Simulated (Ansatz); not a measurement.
# GaPHO (doublet): B2PLYP, RPA-PBE over vertical spin and charge gaps and displaced geometries, cc-pVDZ

Aim: run GaPHO (doublet) with these functionals over vertical spin and charge gaps and displaced geometries, and hold them against the top wave-function level at the same points.

Method: cc-pVDZ, all electrons in the functionals, frozen cores in the correlation of double hybrids and RPA; program: Ansatz 0.2.0, Gaussian basis.

Plan: B2PLYP, RPA-PBE, at charge 0, doublet; charge 0, quartet; charge 1, singlet; charge 1, triplet; displaced geometry v1; displaced geometry v2.

32 further runs of the same task are left out: 3 for a known fault of the program, 14 that didn't finish, 15 set aside as unsound or not needed. Runs told in other sessions of the task aren't counted.

## (1) What is computed

The geometry is a PBE0/def2-TZVP stationary point (not a proven minimum). No spin-orbit coupling is included. The filled d shell of Ga may be among the frozen orbitals whatever the setting's name suggests.

4 atoms, charge 0, spin multiplicity 2.

Atoms are counted from 1 here; the program's logs count them from 0.

Bond lengths: Ga1–P2 2.199 Å, Ga1–O3 1.965 Å, Ga1–H4 1.546 Å, P2–O3 1.629 Å. Angles: P2–Ga1–O3 45.6°, P2–Ga1–H4 160.4°, O3–Ga1–H4 114.7°, Ga1–P2–O3 59.6°, Ga1–O3–P2 74.8°.

No dispersion term is added.

The geometry shown and the zero of energy belong to the point charge 0, doublet. The yardstick, UCCSDT(Q), and other wave-function levels (R restricted, U unrestricted, valence and pair active spaces) come from earlier runs.

## (2) B2PLYP, charge 0, doublet

The input, in.yaml:

```yaml
crystal:
  periodic: [false, false, false]
  atoms:
    - {symbol: Ga, position_ang: [0.000000, 0.098964, 0.771595]}
    - {symbol: P, position_ang: [0.000000, 0.376024, -1.409922]}
    - {symbol: O, position_ang: [0.000000, -1.121443, -0.768476]}
    - {symbol: H, position_ang: [0.000000, -0.599735, 2.150715]}
basis:
  gaussian: {orbitals: cc-pVDZ}
magnetization: {spin_polarized: true, initial_magnetization: 1}
hamiltonian: {xc: {name: B2PLYP}}
correlation: {electrons: outside_noble_gas}
```

Launch:

```bash
ansatz run in.yaml --threads 1 --pin off --events-out ev --progress --plain --max-ram 2393MiB
```

Log:

```text
Functional definition: B2PLYP
  name "B2PLYP"
  cite "Grimme, J. Chem. Phys. 124, 034108 (2006) doi:10.1063/1.2148954"
  cite "Becke, Phys. Rev. A 38, 3098 (1988) doi:10.1103/PhysRevA.38.3098"
  cite "Lee, Yang & Parr, Phys. Rev. B 37, 785 (1988) doi:10.1103/PhysRevB.37.785"
  parameter a = 0.53
  parameter c = 0.27
  exchange = (1 - a)*b88_x + a*exact_x
  correlation = (1 - c)*lyp_c + c*(mp2_os + mp2_ss)
685 factors; integrals over basis functions are off by at most 7.9e-4 eV
mean field evaluation 1: about -63703.7228 eV, gradient 3.3e1 eV
mean field evaluation 2: about -63703.7275 eV, gradient 3.3e1 eV
mean field evaluation 4: about -63708.0963 eV, gradient 2.2e0 eV
mean field evaluation 8: about -63708.1419 eV, gradient 1.4e-1 eV
mean field evaluation 16: about -63708.1426 eV, gradient 2.4e-3 eV
mean field evaluation 32: about -63708.1185 eV, gradient 5.3e-1 eV
mean field -63708.14261918 eV, -2341.2310583247 hartree, gradient 8.3e-6 eV, S^2 0.769419; 2 other end points of the search recorded, 0 dependent functions left out
20 core orbitals not correlated, not the lowest: weight in the atoms' cores, before any rotation towards them, 0.877 or more for the frozen orbitals, at most 0.144 for the correlated occupied ones
reference -63708.14275306 eV, -2341.2310632449 hartree; 8, 7 occupied and 36, 37 virtual orbitals, 685 factors
second order -12.03673354 eV of doubles, -0.00000000 eV of singles
Total energy: -63711.39267112 eV, -2341.3504955305 hartree
```

It took 6 s on 1 thread of Arm Neoverse V1, shared host.

From the report: ⟨S²⟩ of the determinant 0.769 (pure doublet: 0.75).

## (3) B2PLYP, charge 0, quartet

Edit in.yaml of step 2 so:

```diff
@@ -9,3 +9,3 @@
   gaussian: {orbitals: cc-pVDZ}
-magnetization: {spin_polarized: true, initial_magnetization: 1}
+magnetization: {spin_polarized: true, initial_magnetization: 3}
 hamiltonian: {xc: {name: B2PLYP}}
```

The command is unchanged.

Log, shortened:

```text
Functional definition: B2PLYP
  name "B2PLYP"
  cite "Grimme, J. Chem. Phys. 124, 034108 (2006) doi:10.1063/1.2148954"
  cite "Becke, Phys. Rev. A 38, 3098 (1988) doi:10.1103/PhysRevA.38.3098"
  cite "Lee, Yang & Parr, Phys. Rev. B 37, 785 (1988) doi:10.1103/PhysRevB.37.785"
[...]
685 factors; integrals over basis functions are off by at most 7.9e-4 eV
[...]
mean field -63705.69156632 eV, -2341.1409837935 hartree, gradient 9.0e-6 eV, S^2 3.773339; 2 other end points of the search recorded, 0 dependent functions left out
20 core orbitals not correlated, not the lowest: weight in the atoms' cores, before any rotation towards them, 0.909 or more for the frozen orbitals, at most 0.098 for the correlated occupied ones
reference -63705.69170082 eV, -2341.1409887364 hartree; 9, 6 occupied and 35, 38 virtual orbitals, 685 factors
second order -11.47798345 eV of doubles, -0.00000000 eV of singles
Total energy: -63708.79075635 eV, -2341.2548769266 hartree
```

It took 5.5 s on 1 thread of Arm Neoverse V1, shared host.

From the report: ⟨S²⟩ of the determinant 3.773 (pure quartet: 3.75).

From charge 0, doublet: +2.602 eV.

## (4) B2PLYP, charge 1, singlet

Edit in.yaml of step 3 so:

```diff
@@ -9,3 +9,4 @@
   gaussian: {orbitals: cc-pVDZ}
-magnetization: {spin_polarized: true, initial_magnetization: 3}
+total_charge: 1
+magnetization: {spin_polarized: true, initial_magnetization: 0}
 hamiltonian: {xc: {name: B2PLYP}}
```

The command is unchanged.

Log, shortened:

```text
Functional definition: B2PLYP
  name "B2PLYP"
  cite "Grimme, J. Chem. Phys. 124, 034108 (2006) doi:10.1063/1.2148954"
  cite "Becke, Phys. Rev. A 38, 3098 (1988) doi:10.1103/PhysRevA.38.3098"
  cite "Lee, Yang & Parr, Phys. Rev. B 37, 785 (1988) doi:10.1103/PhysRevB.37.785"
[...]
685 factors; integrals over basis functions are off by at most 7.9e-4 eV
[...]
mean field -63700.50960210 eV, -2340.9505501212 hartree, gradient 3.6e-6 eV, S^2 0.000000; 6 other end points of the search recorded, 0 dependent functions left out
20 core orbitals not correlated, not the lowest: weight in the atoms' cores, before any rotation towards them, 0.947 or more for the frozen orbitals, at most 0.070 for the correlated occupied ones
reference -63700.50973462 eV, -2340.9505549909 hartree; 7, 7 occupied and 37, 37 virtual orbitals, 685 factors
second order -12.42859370 eV of doubles, -0.00000000 eV of singles
Total energy: -63703.86545492 eV, -2341.0738754373 hartree
```

It took 14 s on 1 thread of Arm Neoverse V1, shared host.

From the report: ⟨S²⟩ of the determinant 0.000 (pure singlet: 0.00).

From charge 0, doublet: +7.527 eV.

## (5) B2PLYP, charge 1, triplet

Edit in.yaml of step 4 so:

```diff
@@ -10,3 +10,3 @@
 total_charge: 1
-magnetization: {spin_polarized: true, initial_magnetization: 0}
+magnetization: {spin_polarized: true, initial_magnetization: 2}
 hamiltonian: {xc: {name: B2PLYP}}
```

Same command.

Log, shortened:

```text
Functional definition: B2PLYP
  name "B2PLYP"
  cite "Grimme, J. Chem. Phys. 124, 034108 (2006) doi:10.1063/1.2148954"
  cite "Becke, Phys. Rev. A 38, 3098 (1988) doi:10.1103/PhysRevA.38.3098"
  cite "Lee, Yang & Parr, Phys. Rev. B 37, 785 (1988) doi:10.1103/PhysRevB.37.785"
[...]
685 factors; integrals over basis functions are off by at most 7.9e-4 eV
[...]
mean field -63699.82871190 eV, -2340.9255278675 hartree, gradient 4.0e-6 eV, S^2 2.023631; 2 other end points of the search recorded, 0 dependent functions left out
20 core orbitals not correlated, not the lowest: weight in the atoms' cores, before any rotation towards them, 0.824 or more for the frozen orbitals, at most 0.183 for the correlated occupied ones
reference -63699.82884398 eV, -2340.9255327214 hartree; 8, 6 occupied and 36, 38 virtual orbitals, 685 factors
second order -11.29929176 eV of doubles, -0.00000000 eV of singles
Total energy: -63702.87965275 eV, -2341.0376478760 hartree
```

Run time: 9 s. Hardware: 1 thread of Arm Neoverse V1, shared host.

From the report: ⟨S²⟩ of the determinant 2.024 (pure triplet: 2.00).

From charge 0, doublet: +8.513 eV.

## (6) B2PLYP, displaced geometry v1

The input, in.yaml:

```yaml
crystal:
  periodic: [false, false, false]
  atoms:
    - {symbol: Ga, position_ang: [-0.005711, 0.097512, 0.782044]}
    - {symbol: P, position_ang: [-0.006544, 0.358430, -1.410626]}
    - {symbol: O, position_ang: [0.041420, -1.079727, -0.811793]}
    - {symbol: H, position_ang: [-0.061357, -0.620834, 2.137200]}
basis:
  gaussian: {orbitals: cc-pVDZ}
magnetization: {spin_polarized: true, initial_magnetization: 1}
hamiltonian: {xc: {name: B2PLYP}}
correlation: {electrons: outside_noble_gas}
```

Same command.

Log, shortened:

```text
Functional definition: B2PLYP
  name "B2PLYP"
  cite "Grimme, J. Chem. Phys. 124, 034108 (2006) doi:10.1063/1.2148954"
  cite "Becke, Phys. Rev. A 38, 3098 (1988) doi:10.1103/PhysRevA.38.3098"
  cite "Lee, Yang & Parr, Phys. Rev. B 37, 785 (1988) doi:10.1103/PhysRevB.37.785"
[...]
685 factors; integrals over basis functions are off by at most 8.6e-4 eV
[...]
mean field -63707.99557987 eV, -2341.2256547297 hartree, gradient 7.4e-6 eV, S^2 0.768497; 2 other end points of the search recorded, 0 dependent functions left out
20 core orbitals not correlated, not the lowest: weight in the atoms' cores, before any rotation towards them, 0.929 or more for the frozen orbitals, at most 0.093 for the correlated occupied ones
reference -63707.99571371 eV, -2341.2256596482 hartree; 8, 7 occupied and 36, 37 virtual orbitals, 685 factors
second order -11.83313365 eV of doubles, -0.00000000 eV of singles
Total energy: -63711.19065979 eV, -2341.3430717512 hartree
```

It took 6 s on 1 thread of Arm Neoverse V1, shared host.

From the report: ⟨S²⟩ of the determinant 0.768 (pure doublet: 0.75).

From charge 0, doublet: +0.202 eV.

## (7) B2PLYP, displaced geometry v2

The input, in.yaml:

```yaml
crystal:
  periodic: [false, false, false]
  atoms:
    - {symbol: Ga, position_ang: [0.055427, 0.100709, 0.767895]}
    - {symbol: P, position_ang: [-0.109447, 0.386142, -1.402028]}
    - {symbol: O, position_ang: [-0.032827, -1.143749, -0.768762]}
    - {symbol: H, position_ang: [0.050282, -0.677310, 2.168643]}
basis:
  gaussian: {orbitals: cc-pVDZ}
magnetization: {spin_polarized: true, initial_magnetization: 1}
hamiltonian: {xc: {name: B2PLYP}}
correlation: {electrons: outside_noble_gas}
```

The command is unchanged.

Log, shortened:

```text
Functional definition: B2PLYP
  name "B2PLYP"
  cite "Grimme, J. Chem. Phys. 124, 034108 (2006) doi:10.1063/1.2148954"
  cite "Becke, Phys. Rev. A 38, 3098 (1988) doi:10.1103/PhysRevA.38.3098"
  cite "Lee, Yang & Parr, Phys. Rev. B 37, 785 (1988) doi:10.1103/PhysRevB.37.785"
[...]
685 factors; integrals over basis functions are off by at most 8.1e-4 eV
[...]
mean field -63708.12214950 eV, -2341.2303060779 hartree, gradient 3.8e-6 eV, S^2 0.770767; 2 other end points of the search recorded, 0 dependent functions left out
20 core orbitals not correlated, not the lowest: weight in the atoms' cores, before any rotation towards them, 0.855 or more for the frozen orbitals, at most 0.167 for the correlated occupied ones
reference -63708.12228342 eV, -2341.2303109995 hartree; 8, 7 occupied and 36, 37 virtual orbitals, 685 factors
second order -12.18335526 eV of doubles, -0.00000000 eV of singles
Total energy: -63711.41178934 eV, -2341.3511981123 hartree
```

It took 6.5 s on 1 thread of Arm Neoverse V1, shared host.

From the report: ⟨S²⟩ of the determinant 0.771 (pure doublet: 0.75).

From charge 0, doublet: -0.019 eV.

## (8) RPA-PBE, charge 0, doublet

The input, in.yaml:

```yaml
crystal:
  periodic: [false, false, false]
  atoms:
    - {symbol: Ga, position_ang: [0.000000, 0.098964, 0.771595]}
    - {symbol: P, position_ang: [0.000000, 0.376024, -1.409922]}
    - {symbol: O, position_ang: [0.000000, -1.121443, -0.768476]}
    - {symbol: H, position_ang: [0.000000, -0.599735, 2.150715]}
basis:
  gaussian: {orbitals: cc-pVDZ}
magnetization: {spin_polarized: true, initial_magnetization: 1}
hamiltonian: {xc: {name: PBE}}
correlation: {method: rpa, electrons: outside_noble_gas}
```

Launched as before.

Log, shortened:

```text
Functional definition: PBE
  name "PBE"
  cite "Perdew, Burke & Ernzerhof, Phys. Rev. Lett. 77, 3865 (1996) doi:10.1103/PhysRevLett.77.3865"
  parent pbe
[...]
685 factors; integrals over basis functions are off by at most 7.9e-4 eV
[...]
mean field -63713.89853888 eV, -2341.4425844723 hartree, gradient 4.1e-6 eV, S^2 0.755087; 3 other end points of the search recorded, 0 dependent functions left out
20 core orbitals not correlated, not the lowest: weight in the atoms' cores, before any rotation towards them, 0.950 or more for the frozen orbitals, at most 0.061 for the correlated occupied ones
reference -63655.89810912 eV, -2339.3111079926 hartree; 8, 7 occupied and 36, 37 virtual orbitals, 685 factors
Total energy: -63671.37279638 eV, -2339.8797922605 hartree
```

Run time: 8.5 s. Hardware: 1 thread of Arm Neoverse V1, shared host.

From the report: ⟨S²⟩ of the determinant 0.755 (pure doublet: 0.75).

## (9) RPA-PBE, charge 0, quartet

Edit in.yaml of step 8 so:

```diff
@@ -9,3 +9,3 @@
   gaussian: {orbitals: cc-pVDZ}
-magnetization: {spin_polarized: true, initial_magnetization: 1}
+magnetization: {spin_polarized: true, initial_magnetization: 3}
 hamiltonian: {xc: {name: PBE}}
```

The command is unchanged.

Log, shortened:

```text
Functional definition: PBE
  name "PBE"
  cite "Perdew, Burke & Ernzerhof, Phys. Rev. Lett. 77, 3865 (1996) doi:10.1103/PhysRevLett.77.3865"
  parent pbe
[...]
685 factors; integrals over basis functions are off by at most 7.9e-4 eV
[...]
mean field -63711.28785661 eV, -2341.3466436684 hartree, gradient 3.3e-6 eV, S^2 3.755095; 8 other end points of the search recorded, 0 dependent functions left out
20 core orbitals not correlated, not the lowest: weight in the atoms' cores, before any rotation towards them, 0.954 or more for the frozen orbitals, at most 0.050 for the correlated occupied ones
reference -63653.75664641 eV, -2339.2324106896 hartree; 9, 6 occupied and 35, 38 virtual orbitals, 685 factors
Total energy: -63668.81562662 eV, -2339.7858180052 hartree
```

Run time: 15 s. Hardware: 1 thread of Arm Neoverse V1, shared host.

From the report: ⟨S²⟩ of the determinant 3.755 (pure quartet: 3.75).

From charge 0, doublet: +2.557 eV.

## (10) RPA-PBE, charge 1, singlet

Edit in.yaml of step 9 so:

```diff
@@ -9,3 +9,4 @@
   gaussian: {orbitals: cc-pVDZ}
-magnetization: {spin_polarized: true, initial_magnetization: 3}
+total_charge: 1
+magnetization: {spin_polarized: true, initial_magnetization: 0}
 hamiltonian: {xc: {name: PBE}}
```

Launched as before.

Log, shortened:

```text
Functional definition: PBE
  name "PBE"
  cite "Perdew, Burke & Ernzerhof, Phys. Rev. Lett. 77, 3865 (1996) doi:10.1103/PhysRevLett.77.3865"
  parent pbe
[...]
685 factors; integrals over basis functions are off by at most 7.9e-4 eV
[...]
mean field -63706.19469181 eV, -2341.1594733143 hartree, gradient 2.6e-6 eV, S^2 0.000000; 5 other end points of the search recorded, 0 dependent functions left out
20 core orbitals not correlated, not the lowest: weight in the atoms' cores, before any rotation towards them, 0.970 or more for the frozen orbitals, at most 0.039 for the correlated occupied ones
reference -63648.48981214 eV, -2339.0388581002 hartree; 7, 7 occupied and 37, 37 virtual orbitals, 685 factors
Total energy: -63663.97574159 eV, -2339.6079555109 hartree
```

It took 12 s on 1 thread of Arm Neoverse V1, shared host.

From the report: ⟨S²⟩ of the determinant 0.000 (pure singlet: 0.00).

From charge 0, doublet: +7.397 eV.

## (11) RPA-PBE, charge 1, triplet

Edit in.yaml of step 10 so:

```diff
@@ -10,3 +10,3 @@
 total_charge: 1
-magnetization: {spin_polarized: true, initial_magnetization: 0}
+magnetization: {spin_polarized: true, initial_magnetization: 2}
 hamiltonian: {xc: {name: PBE}}
```

The command is unchanged.

Log, shortened:

```text
Functional definition: PBE
  name "PBE"
  cite "Perdew, Burke & Ernzerhof, Phys. Rev. Lett. 77, 3865 (1996) doi:10.1103/PhysRevLett.77.3865"
  parent pbe
[...]
685 factors; integrals over basis functions are off by at most 7.9e-4 eV
[...]
mean field -63705.25923808 eV, -2341.1250960240 hartree, gradient 3.2e-6 eV, S^2 2.004735; 0 other end points of the search recorded, 0 dependent functions left out
20 core orbitals not correlated, not the lowest: weight in the atoms' cores, before any rotation towards them, 0.933 or more for the frozen orbitals, at most 0.071 for the correlated occupied ones
reference -63648.19715960 eV, -2339.0281033179 hartree; 8, 6 occupied and 36, 38 virtual orbitals, 685 factors
Total energy: -63662.93580274 eV, -2339.5697384630 hartree
```

Wall time 3.9 s (1 thread of Arm Neoverse V1, shared host).

From the report: ⟨S²⟩ of the determinant 2.005 (pure triplet: 2.00).

From charge 0, doublet: +8.437 eV.

## (12) RPA-PBE, displaced geometry v1

The input, in.yaml:

```yaml
crystal:
  periodic: [false, false, false]
  atoms:
    - {symbol: Ga, position_ang: [-0.005711, 0.097512, 0.782044]}
    - {symbol: P, position_ang: [-0.006544, 0.358430, -1.410626]}
    - {symbol: O, position_ang: [0.041420, -1.079727, -0.811793]}
    - {symbol: H, position_ang: [-0.061357, -0.620834, 2.137200]}
basis:
  gaussian: {orbitals: cc-pVDZ}
magnetization: {spin_polarized: true, initial_magnetization: 1}
hamiltonian: {xc: {name: PBE}}
correlation: {method: rpa, electrons: outside_noble_gas}
```

The command is unchanged.

Log, shortened:

```text
Functional definition: PBE
  name "PBE"
  cite "Perdew, Burke & Ernzerhof, Phys. Rev. Lett. 77, 3865 (1996) doi:10.1103/PhysRevLett.77.3865"
  parent pbe
[...]
685 factors; integrals over basis functions are off by at most 8.6e-4 eV
[...]
mean field -63713.67676993 eV, -2341.4344346137 hartree, gradient 1.6e-6 eV, S^2 0.754531; 2 other end points of the search recorded, 0 dependent functions left out
20 core orbitals not correlated, not the lowest: weight in the atoms' cores, before any rotation towards them, 0.967 or more for the frozen orbitals, at most 0.045 for the correlated occupied ones
reference -63655.80347952 eV, -2339.3076304191 hartree; 8, 7 occupied and 36, 37 virtual orbitals, 685 factors
Total energy: -63671.14124944 eV, -2339.8712830674 hartree
```

It took 5.5 s on 1 thread of Arm Neoverse V1, shared host.

From the report: ⟨S²⟩ of the determinant 0.755 (pure doublet: 0.75).

From charge 0, doublet: +0.232 eV.

## (13) RPA-PBE, displaced geometry v2

The input, in.yaml:

```yaml
crystal:
  periodic: [false, false, false]
  atoms:
    - {symbol: Ga, position_ang: [0.055427, 0.100709, 0.767895]}
    - {symbol: P, position_ang: [-0.109447, 0.386142, -1.402028]}
    - {symbol: O, position_ang: [-0.032827, -1.143749, -0.768762]}
    - {symbol: H, position_ang: [0.050282, -0.677310, 2.168643]}
basis:
  gaussian: {orbitals: cc-pVDZ}
magnetization: {spin_polarized: true, initial_magnetization: 1}
hamiltonian: {xc: {name: PBE}}
correlation: {method: rpa, electrons: outside_noble_gas}
```

Launched as before.

Log, shortened:

```text
Functional definition: PBE
  name "PBE"
  cite "Perdew, Burke & Ernzerhof, Phys. Rev. Lett. 77, 3865 (1996) doi:10.1103/PhysRevLett.77.3865"
  parent pbe
[...]
685 factors; integrals over basis functions are off by at most 8.1e-4 eV
[...]
mean field -63713.94337226 eV, -2341.4442320686 hartree, gradient 5.6e-6 eV, S^2 0.755330; 1 other end points of the search recorded, 0 dependent functions left out
20 core orbitals not correlated, not the lowest: weight in the atoms' cores, before any rotation towards them, 0.947 or more for the frozen orbitals, at most 0.065 for the correlated occupied ones
reference -63655.82165678 eV, -2339.3082984209 hartree; 8, 7 occupied and 36, 37 virtual orbitals, 685 factors
Total energy: -63671.42495444 eV, -2339.8817090337 hartree
```

It took 4.8 s on 1 thread of Arm Neoverse V1, shared host.

From the report: ⟨S²⟩ of the determinant 0.755 (pure doublet: 0.75).

From charge 0, doublet: -0.052 eV.

## (14) Against the wave-function levels

The yardstick is UCCSDT(Q), where the cluster series has nearly closed. It comes from earlier runs at the same points. Energies in eV, counted from charge 0, doublet; blanks weren't run or aren't comparable.

```csv
level,doublet to quartet,ionisation to the singlet cation,ionisation to the triplet cation,displacement v1,displacement v2
UCCSDT(Q),2.557,,8.332,0.214,-0.033
B2PLYP,2.602,7.527,8.513,0.202,-0.019
RPA-PBE,2.557,7.397,8.437,0.232,-0.052
```

Largest miss and mean time a point (UCCSDT(Q) took 2.6 min a point; shared hosts):

```csv
level,largest miss (eV),where,time a point
B2PLYP,+0.181,ionisation to the triplet cation,7.8 s
RPA-PBE,+0.105,ionisation to the triplet cation,8.1 s
```

## (15) Outcome

| quantity | value |
| --- | --- |
| doublet to quartet, UCCSDT(Q) | 2.557 eV |
| ionisation to the triplet cation, UCCSDT(Q) | 8.332 eV |
| displacement v1, UCCSDT(Q) | 0.214 eV |
| displacement v2, UCCSDT(Q) | -0.033 eV |
| largest miss, B2PLYP | +0.181 eV (ionisation to the triplet cation) |
| largest miss, RPA-PBE | +0.105 eV (ionisation to the triplet cation) |

**Reading.** Misses are known at 4 of 5 points at best, and only functionals with that many are ranked. Of the functionals, RPA-PBE keep the smallest largest miss at the points compared (at most 0.105 eV) and B2PLYP strays most (0.181 eV, at ionisation to the triplet cation). Functionals and the yardstick converge differently with the basis, so part of each miss in cc-pVDZ is the basis.
